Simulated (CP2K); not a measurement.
# Ge2H6 (digermane): GFN2-xTB

Aim: the vertical ionisation energy of Ge2H6 (digermane) at GFN2-xTB, from 2 runs. 

The calculation is run with CP2K 2026.2.

3 further runs of the same task are left out: 3 set aside as unsound or not needed.

### 1 Starting point

Ge2H6: 8 atoms, total charge 0, spin state singlet. As SMILES, `[GeH3][GeH3]`. Geometry: relaxed at PBE0-D4/def2-TZVP.

Bond lengths: Ge1–Ge2 2.420 Å, Ge1–H3 1.537 Å, Ge1–H4 1.537 Å, Ge1–H5 1.537 Å, Ge2–H6 1.537 Å, Ge2–H7 1.537 Å, Ge2–H8 1.537 Å. Some angles: Ge1–Ge2–H6 110.3°, Ge1–Ge2–H7 110.3°, Ge1–Ge2–H8 110.3°, Ge2–Ge1–H3 110.3°, Ge2–Ge1–H4 110.3°, Ge2–Ge1–H5 110.3°, H6–Ge2–H7 108.6°, H6–Ge2–H8 108.6°, H7–Ge2–H8 108.6°, H3–Ge1–H4 108.6°.

### 2 The energy at GFN2-xTB

File molecule.xyz:

```xyz
8

Ge    -0.569150     0.281910    -1.029950
Ge     0.569150    -0.281910     1.029950
H     -0.360530    -0.825230    -2.075830
H     -2.077470     0.442320    -0.780090
H     -0.023210     1.601970    -1.597890
H      0.367430     0.829100     2.073090
H      2.076310    -0.450460     0.778490
H      0.017470    -1.597700     1.602230
```

File mol.inp:

```
&GLOBAL
  PROJECT mol
  RUN_TYPE ENERGY
  PRINT_LEVEL MEDIUM
&END
&FORCE_EVAL
  METHOD QUICKSTEP
  &DFT
    ! Quickstep
    &QS
      METHOD XTB
      EPS_DEFAULT 1.0E-10
      &XTB
        GFN_TYPE TBLITE
        &TBLITE
          METHOD GFN2
        &END
        CHECK_ATOMIC_CHARGES F
      &END
    &END
    ! isolated system
    &POISSON
      PERIODIC NONE
      POISSON_SOLVER ANALYTIC
    &END
    &SCF
      SCF_GUESS ATOMIC
      EPS_SCF 1.0E-07
      MAX_SCF 150
      ADDED_MOS 2
      &DIAGONALIZATION
        ALGORITHM STANDARD
      &END
      &MIXING
        METHOD DIRECT_P_MIXING
        ALPHA 0.4
      &END
      &SMEAR ON
        METHOD FERMI_DIRAC
        ELECTRONIC_TEMPERATURE [K] 300
      &END
    &END
    &PRINT
      &MOMENTS
        PERIODIC F
        REFERENCE COM
        MAX_MOMENT 1
      &END
      &MO ON
        ENERGIES T
        OCCUPATION_NUMBERS T
        NDIGITS 6
        &EACH
          QS_SCF 0
        &END
        ADD_LAST NUMERIC
      &END
      &HIRSHFELD OFF
      &END
    &END
  &END
  ! atoms, cell and kinds
  &SUBSYS
    &CELL
      ABC 20.2 19.2 20.1
      PERIODIC NONE
    &END
    &TOPOLOGY
      COORD_FILE_NAME molecule.xyz
      COORD_FILE_FORMAT XYZ
      &CENTER_COORDINATES
      &END
    &END
  &END
&END
```

Launch:

```
OMP_NUM_THREADS=1 cp2k.psmp -i mol.inp > mol.out 2>&1
```

Standard output:

```text
CP2K| version string:                                       CP2K version 2026.2
[...]
 GLOBAL| Method name                                                        CP2K
[...]
 GLOBAL| Run type                                                         ENERGY
[...]
                             - Atoms:                                          8
[...]
                             - Spherical basis functions:                     24
[...]
 Number of electrons:                                                         14
[...]
  *** SCF run converged in    10 steps ***
[...]
  Fermi energy:                                                -0.20143324775600
[...]
 TB_DIPOLE| Moment [Debye]          0.00000905      -0.00001140      -0.00000843
 TB_DIPOLE| Derivative [a.u.]       0.00000000       0.00000000       0.00000000
[...]
 ENERGY| Total FORCE_EVAL ( QS ) energy [hartree]             -6.897123040621170
[...]
```

Run time: 0.89 s. Hardware: 1 thread of Intel Xeon Platinum 8488C (Sapphire Rapids), shared host; peak memory 0.19 GiB.

### 3 The doublet cation

molecule.xyz is that of step 2.

File mol.inp:

```
&global
    project mol
    run_type ENERGY
    print_level MEDIUM
&end global

&force_eval
    method QUICKSTEP
    &dft
        charge 1
        multiplicity 2
        unrestricted_kohn_sham T
        ! Quickstep
        &qs
            method XTB
            eps_default 1.0E-10
            &xtb
                gfn_type TBLITE
                &tblite
                    method GFN2
                &end tblite
                check_atomic_charges F
            &end xtb
        &end qs
        ! cluster boundary conditions
        &poisson
            periodic NONE
            poisson_solver ANALYTIC
        &end poisson
        ! SCF settings
        &scf
            scf_guess ATOMIC
            eps_scf 1.0E-07
            max_scf 150
            added_mos 2
            &diagonalization
                algorithm STANDARD
            &end diagonalization
            &mixing
                method DIRECT_P_MIXING
                alpha 0.4
            &end mixing
            &smear ON
                method FERMI_DIRAC
                electronic_temperature [K] 300
                fixed_magnetic_moment 1.0
            &end smear
        &end scf
        ! extra output
        &print
            &moments
                periodic F
                reference COM
                max_moment 1
            &end moments
            &mo ON
                energies T
                occupation_numbers T
                ndigits 6
                &each
                    qs_scf 0
                &end each
                add_last NUMERIC
            &end mo
            &hirshfeld OFF
            &end hirshfeld
        &end print
    &end dft
    &subsys
        &cell
            abc [angstrom] 20.2 19.2 20.1
            periodic NONE
        &end cell
        &topology
            coord_file_name molecule.xyz
            coord_file_format XYZ
            &center_coordinates
            &end center_coordinates
        &end topology
    &end subsys
&end force_eval
```

Launch:

```
OMP_NUM_THREADS=1 cp2k.psmp -i mol.inp -o mol.out
```

Standard output:

```text
CP2K| version string:                                       CP2K version 2026.2
[...]
 GLOBAL| Method name                                                        CP2K
[...]
 GLOBAL| Run type                                                         ENERGY
[...]
                             - Atoms:                                          8
[...]
                             - Spherical basis functions:                     24
[...]
 Number of electrons:                                                          7
[...]
  *** SCF run converged in    12 steps ***
[...]
  Fermi energy:                                                -0.52804471214722
[...]
 TB_DIPOLE| Moment [Debye]          0.00000319       0.00000070      -0.00000023
 TB_DIPOLE| Derivative [a.u.]       0.00000000       0.00000000       0.00000000
[...]
 ENERGY| Total FORCE_EVAL ( QS ) energy [hartree]             -6.393015635868427
[...]
```

Run time: 0.88 s. Hardware: 1 thread of Intel Xeon Platinum 8488C (Sapphire Rapids), shared host; peak memory 0.19 GiB.

### 4 What came out

Level: GFN2-xTB.

| quantity | value |
| --- | --- |
| singlet Ge2H6: total energy | -6.89712 Eh |
| singlet Ge2H6: dipole moment (from atomic charges alone) | 0.00 D |
| singlet Ge2H6: HOMO energy | -10.83 eV |
| singlet Ge2H6: LUMO energy | -4.55 eV |
| singlet Ge2H6: HOMO–LUMO gap | 6.28 eV |
| singlet Ge2H6: dispersion energy | -9.56 kJ/mol |
| doublet cation: total energy | -6.39302 Eh |
| doublet cation: HOMO energy (highest over α and β) | -16.86 eV |
| doublet cation: LUMO energy (lowest over α and β) | -16.62 eV |
| doublet cation: dispersion energy | -6.76 kJ/mol |
| vertical ionisation energy (to the doublet cation) | 13.717 eV |

What this shows: The vertical ionisation energy comes to 13.72 eV (1324 kJ/mol). xTB total energies overstate such differences by several eV unless an empirical shift is taken off; none is applied here.
